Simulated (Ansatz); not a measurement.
# Ga: the cost of one run

Method: DFT LDA, scalar-relativistic, in Ansatz 0.2.0.

## Step 1: The system as given

Symmetry: Cmcm, No. 63, orthorhombic system. Conventional cell: a = 2.900 Å, b = 8.130 Å, c = 3.170 Å, α = 90.00°, β = 90.00°, γ = 90.00°. Ga (site symmetry m2m) is surrounded by 8 Ga at 2.68 to 2.90 Å.

Coordinates:

```xyz
2
Lattice="1.4500 -4.0650 0.0000 1.4500 4.0650 0.0000 0.0000 0.0000 3.1700" Properties=species:S:1:pos:R:3 pbc="T T T"
Ga    1.4500   -2.9837    0.7925
Ga    1.4500    2.9837    2.3775
```

The cell is a measured one (Crystallography Open Database entry 9012485); the temperature and pressure of the measurement aren't taken into account, and nothing was relaxed.

Atoms are numbered in the order of the input: Ga1, Ga2.

## Step 2: Volume × 0.95, LAPW

input.yaml reads:

```yaml
crystal:
  lattice:
    - [1.4254189801, -3.9960883822, 0.0]
    - [1.4254189801, 3.9960883822, 0.0]
    - [0.0, 0.0, 3.1162608048]
  atoms:
    - { symbol: Ga, position: [0.867, 0.133, 0.25] }
    - { symbol: Ga, position: [0.133, 0.867, 0.75] }
kpoints:
  mp_grid: { grid: [12, 12, 10] }
scf:
  occupations: { method: fermi_dirac, width: 0.08 }
hamiltonian:
  xc: lda
  pseudopotentials: { kind: all_electron, lapw: { basis_error: 0.001 } }
output:
  forces: true
  stress: true
  eigenvalues: true
```

On the command line:

```
> ansatz run input.yaml --threads 1 --pin off --max-ram 3072MiB --backend cpu --events-out ev --progress --plain --runs-dir out
```

**Question.** How long does this run take on 1 thread of Arm Neoverse V2, shared host, and how much memory does it need?

About 54 s, with a peak of 0.63 GiB.
